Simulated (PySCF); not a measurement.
# H3LuP (Lu(PH3)3+): the cost of one run

Method: PBE0, Lu def2-SVP with ECP28, P def2-SVP, H def2-SVP; scalar-relativistic core potentials, no spin–orbit coupling; program: PySCF 2.14.0.

1 further run of the same task is left out (for a known fault of the program).

## 1. Where the work starts

5 atoms, charge 3, spin multiplicity 1.

Bond lengths: Lu1–P2 2.852 Å, P2–H3 1.429 Å, P2–H4 1.429 Å, P2–H5 1.429 Å. Angles: Lu1–P2–H3 110.1°, Lu1–P2–H4 110.1°, Lu1–P2–H5 110.1°, H3–P2–H4 108.8°, H3–P2–H5 108.8°, H4–P2–H5 108.8°.

As a file:

| atom | x (Å) | y (Å) | z (Å) |
| --- | --- | --- | --- |
| Lu1 | 0.0000 | 0.0000 | -0.3409 |
| P2 | 0.0000 | 0.0000 | 2.5108 |
| H3 | 1.3414 | 0.0000 | 3.0025 |
| H4 | -0.6707 | 1.1616 | 3.0025 |
| H5 | -0.6707 | -1.1616 | 3.0025 |

Formal oxidation states: Lu +3. An earlier session relaxed this geometry at PBE0, Lu def2-SVP with ECP28, P def2-SVP, H def2-SVP (singlet, point group C3v).

Its energy there is -1577.640293 Eh.

## 2. One electron removed, multiplicity 2

run.py (the lines that set the calculation) reads:

```python
mol = gto.M(atom='''
Lu     0.00000     0.00000    -0.34088
P      0.00000     0.00000     2.51078
H      1.34135    -0.00001     3.00253
H     -0.67067     1.16164     3.00253
H     -0.67068    -1.16164     3.00253''',
    basis={'Lu': 'def2-SVP', 'P': 'def2-SVP', 'H': 'def2-SVP'},
    ecp={'Lu': 'def2-SVP'},
    charge=4, spin=1)
mf = dft.UKS(mol, xc='PBE0')
mf.grids.atom_grid = (50, 194)  # f atoms: unpruned, at least (60, 302)
mf = mf.density_fit()  # fitting sets: Lu def2-universal-JKFIT, P def2-universal-JKFIT, H def2-universal-JKFIT
mf.conv_tol = 1e-08; mf.max_cycle = 55
mf.kernel(dm0)  # dm0: the density of the relaxed state
```

The run is started by

```
$ OMP_NUM_THREADS=2 python run.py
```

**Question.** How long does this run take on 2 threads of Arm Neoverse V2, shared host?

About 3.4 s.
